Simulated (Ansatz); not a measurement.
# MgI: the cost of one run

Computed with Ansatz 0.2.0 (DFT PBE, scalar-relativistic, plane waves, PAW, unless a step's input says otherwise).

## (1) The system as given

The structure is hexagonal, space group P6_3mc (No. 186). Conventional cell: a = 4.661 Å, b = 4.661 Å, c = 7.669 Å, α = 90.00°, β = 90.00°, γ = 120.00°. Mg (site symmetry 3m) has 4 I at 2.86 Å as nearest neighbours. I (site symmetry 3m) has 4 Mg at 2.86 Å as nearest neighbours.

As a file:

```
Mg I
1.0
     4.66100    0.00000    0.00000
    -2.33050    4.03654    0.00000
     0.00000    0.00000    7.66881
Mg I
2 2
Direct
  0.33333 0.66667 0.37313
  0.66667 0.33333 0.87313
  0.33333 0.66667 0.00000
  0.66667 0.33333 0.50000
```

A structure generator made this guess: close-packed anion layers stacked AB|A, with sites between them filled layer by layer (P6_3mc, No. 186). Lengths come from tabulated atomic sizes and are only a guess.

## (2) Probe: one point on a coarse mesh

input.yaml

```yaml
crystal:
  lattice:
    - [4.661, 0.0, 0.0]
    - [-2.3305, 4.03654441, 0.0]
    - [0.0, 0.0, 7.66880772]
  atoms:
    - { symbol: Mg, position: [0.33333333, 0.66666667, 0.37313493] }
    - { symbol: Mg, position: [0.66666667, 0.33333333, 0.87313493] }
    - { symbol: I, position: [0.33333333, 0.66666667, 0.0] }
    - { symbol: I, position: [0.66666667, 0.33333333, 0.5] }
basis:
  ecutwfc: 420
kpoints:
  mp_grid: { grid: [6, 6, 2] }
hamiltonian:
  xc: pbe
scf:
  occupations: { method: gaussian, width: 0.1 }
  lower_state_search: "off"
output:
  forces: true
  stress: true
  eigenvalues: true
```

Command:

```
> ansatz run input.yaml --threads 1 --pin off --max-ram 2048MiB --backend cpu --events-out ev --progress --plain --runs-dir out
```

**Question.** How long does this run take on 1 thread of Arm Neoverse V1, shared host, and how much memory does it need?

About 6.9 s, with a peak of 0.34 GiB.
